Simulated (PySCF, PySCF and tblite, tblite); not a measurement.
**C₃H₄F₃N: a path driven as pyramidal inversion, and NMR exchange**

The task here is to estimate one member of a computed series from the others.

Programs: PySCF 2.14.0 with density-fitted response routines of our own, and tblite 0.8.0. All values are computed, except where a source is named. Atoms count from 0 throughout.

### The molecule as given

11 atoms, charge 0, multiplicity 1; geometry from: force field or distance geometry start.

Bonds of the start (Å): C1–F2 1.36, C1–F3 1.35, C1–N4 1.46, C5–C6 1.51, C5–H7 1.09, C5–H8 1.08, C6–H10 1.08, C6–H9 1.08, F0–C1 1.35, N4–C5 1.45, N4–C6 1.46.

Set-up of the first run:

What the job is given:

```
{"job": {"xc": "GFN2-xTB", "basis": "xTB", "kind": "relax"}, "charge": 0, "multiplicity": 1}
F     -2.172000    -0.923800     0.171000
C     -1.330200     0.029800    -0.286300
F     -1.314900     1.031600     0.630700
F     -1.820400     0.524400    -1.443500
N     -0.003700    -0.552000    -0.487000
C      0.833900    -0.578200     0.694800
C      1.088900     0.418600    -0.416200
H      1.515000    -1.420200     0.786600
H      0.436700    -0.221700     1.636700
H      1.922000     0.236600    -1.071400
H      0.850000     1.457600    -0.241300
```

Started as:

```bash
$ OMP_NUM_THREADS=1 python ens_run.py task.json out
```

This one command runs the whole study; its stages follow in the order run.

Among the steps run: GFN2-xTB relaxation, start minimum; Relaxed scan, inversion; Nudged elastic band, leg 1; Saddle search, leg 1; DFT refinement, start: B3LYP-D3(BJ)/def2-SVP; Shieldings, start: PBE0/pcSseg-1; Shieldings, saddle of leg 1: PBE0/pcSseg-1; Kinetics and line shapes; Shieldings, start: LC-wPBE/pcSseg-1; Single-point energy, saddle of leg 1: LC-wPBE/pcSseg-1; Second level: LC-wPBE/pcSseg-1 + D3(BJ).

One table of the session follows, with a row left open; its other results are not shown here.

It belongs to the step «Second level: LC-wPBE/pcSseg-1 + D3(BJ)». Barriers by level (kcal/mol; entropies in cal/(mol K)). Zero-point and thermal terms come from xTB in every row. ΔG‡ leaves symmetry out; the rate counts one path; effective ΔG‡, where given, is the barrier that would give that rate by Eyring's equation alone:

```
                    level    ΔE‡  with zero-point    ΔH‡  ΔG‡ (298 K)  k at 298 K (1/s)
                 GFN2-xTB  10.38             9.52   9.41         9.20           1.1e+06
    B3LYP-D3(BJ)/def2-SVP  12.95            12.09  11.97        11.77           1.5e+04
   PBE0/pcSseg-1 + D3(BJ)      ?                ?      ?            ?                 ?
LC-wPBE/pcSseg-1 + D3(BJ)  13.66            12.80  12.68        12.48           4.4e+03
```

**Question.** Estimate the row for PBE0/pcSseg-1 + D3(BJ).

As computed: ΔE‡: 13.93; with zero-point: 13.07; ΔH‡: 12.95; ΔG‡ (298 K): 12.75; k at 298 K (1/s): 2.8e+03. In the column «ΔE‡» it is the highest.
